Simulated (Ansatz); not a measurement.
# Te3Ru: a trial structure relaxed

Where does this trial cell of Te3Ru go when cell and atoms are let free?

Program: Ansatz 0.2.0. Level of theory: DFT PBE, scalar-relativistic, plane waves, PAW. These are calculated values, not measurements.

### 1 Starting point

The structure is cubic, space group Fm-3m (No. 225). Conventional cell: a = 8.053 Å, b = 8.053 Å, c = 8.053 Å, α = 90.00°, β = 90.00°, γ = 90.00°. Te (site symmetry -43m) is surrounded by 4 Te at 3.49 Å and 4 Ru at 3.49 Å. Around Te (site symmetry m-3m) lie 8 Te at 3.49 Å. Ru (site symmetry m-3m) is surrounded by 8 Te at 3.49 Å.

Structure file:

```cif
data_structure
_symmetry_space_group_name_H-M 'P 1'
_symmetry_Int_Tables_number 1
_cell_length_a 5.6942
_cell_length_b 5.6942
_cell_length_c 5.6942
_cell_angle_alpha 60.000
_cell_angle_beta 60.000
_cell_angle_gamma 60.000
_cell_volume 130.55
loop_
_atom_site_label
_atom_site_type_symbol
_atom_site_fract_x
_atom_site_fract_y
_atom_site_fract_z
_atom_site_occupancy
Te1 Te 0.25000 0.25000 0.25000 1
Te2 Te 0.75000 0.75000 0.75000 1
Te3 Te 0.00000 0.00000 0.00000 1
Ru1 Ru 0.50000 0.50000 0.50000 1
```

A structure generator made this guess: random cell by space group and Wyckoff sites (Fm-3m, No. 225). Its size is a rough estimate.

### 2 The guess as it stands, on a coarse mesh

input.yaml

```yaml
crystal:
  lattice:
    - [0.0, 4.02639087, 4.02639087]
    - [4.02639087, 0.0, 4.02639087]
    - [4.02639087, 4.02639087, 0.0]
  atoms:
    - { symbol: Te, position: [0.25, 0.25, 0.25] }
    - { symbol: Te, position: [0.75, 0.75, 0.75] }
    - { symbol: Te, position: [0.0, 0.0, 0.0] }
    - { symbol: Ru, position: [0.5, 0.5, 0.5] }
basis:
  ecutwfc: 420
kpoints:
  mp_grid: { grid: [4, 4, 4] }
hamiltonian:
  xc: pbe
scf:
  occupations: { method: gaussian, width: 0.1 }
  lower_state_search: "off"
output:
  forces: true
  stress: true
  eigenvalues: true
```

Command:

```console
> ansatz run input.yaml --threads 1 --pin off --max-ram 2560MiB --backend cpu --events-out ev --progress --plain --runs-dir out
```

Further runs follow: rough relaxation on the coarse mesh; spin check on a coarse mesh; relaxation on the finer mesh.

Before running it: what results should come out? Wanted: conventional cell; volume; energy over the elements; gap on the mesh.

As calculated:

| quantity | value |
| --- | --- |
| symmetry at the end (tolerance 0.05 Å) | space group Fm-3m (No. 225) |
| conventional cell | a = 7.157 Å, b = 7.157 Å, c = 7.157 Å, α = 90.00°, β = 90.00°, γ = 90.00° |
| volume | 22.92 Å³/atom |
| energy over the elements | +0.68 eV/atom |
| gap on the mesh | none (metal) |

In words: The space group Fm-3m (No. 225) is kept, and the volume per atom shrinks by 29.8 % from the first guess. With a positive formation energy it can't be a ground state. No finished test with a distortion of lower symmetry is shown, so the end may be a saddle point. The runs treat Te without spin-orbit coupling. Other magnetic orders were not searched.
